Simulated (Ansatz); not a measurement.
Crystal: CsLiCr2Te2S3.

```xyz
9
Lattice="3.4216 -5.1807 0.0078 3.4216 5.1807 0.0078 -2.9041 0.0000 7.4309" Properties=species:S:1:pos:R:3 pbc="T T T"
Cs    0.6167    0.0000    0.0649
Li    2.4219    0.0000    4.1212
Cr    0.1728    2.1297    4.1498
Cr    0.1728   -2.1297    4.1498
Te    4.0786    1.5993    2.1688
Te    4.0786   -1.5993    2.1688
S     2.0049   -2.1476    5.4598
S     2.0049    2.1476    5.4598
S     0.0600    0.0000    3.5978
```

The cell was built by a generator and needn't be a form met in nature.

Base run:

| Quantity | Value |
| --- | --- |
| Program | Ansatz 0.2.0 |
| Functional | RPBE |
| Potentials or basis | Ansatz PAW |
| Cutoff | 420 eV (not typed: the program's choice for these potentials) |
| k mesh | 5 × 5 × 4 |
| Occupations | fermi-dirac, width 0.05 eV |
| Spin | collinear spin, ferromagnetic start |
| Starting moments | [0.0, 0.0, 3.0, 3.0, 0.0, 0.0, 0.0, 0.0, 0.0] μB |

Its results: band gap on the k mesh none (metal or under the smearing width); pressure 1.7 GPa; net moment 4.01 μB per cell; site moments Cs -0.00; Li +0.00; Cr +2.07; Te -0.15; S -0.07, -0.06 μB; largest force 0.182 eV/Å.

Question: The run is repeated on the same cell with these changes: functional from RPBE to PBE. What comes out?

Answer: Band gap on the k mesh none (metal or under the smearing width); pressure 0.0 GPa; net moment 4.01 μB per cell; site moments Cs -0.00; Li +0.00; Cr +2.02; Te -0.13; S -0.06, -0.05 μB; largest force 0.016 eV/Å.

PBE binds more tightly than RPBE, so the same cell stands under less pressure.

Caveats: only a ferromagnetic start was run, and an antiferromagnetic order may lie lower in energy; spin-orbit coupling is left out, which moves the levels of the heavy elements (some runs); the PAW data sets come from PBE, with cores solved anew for the run's functional, which leaves a small shift of forces and pressure (some runs).
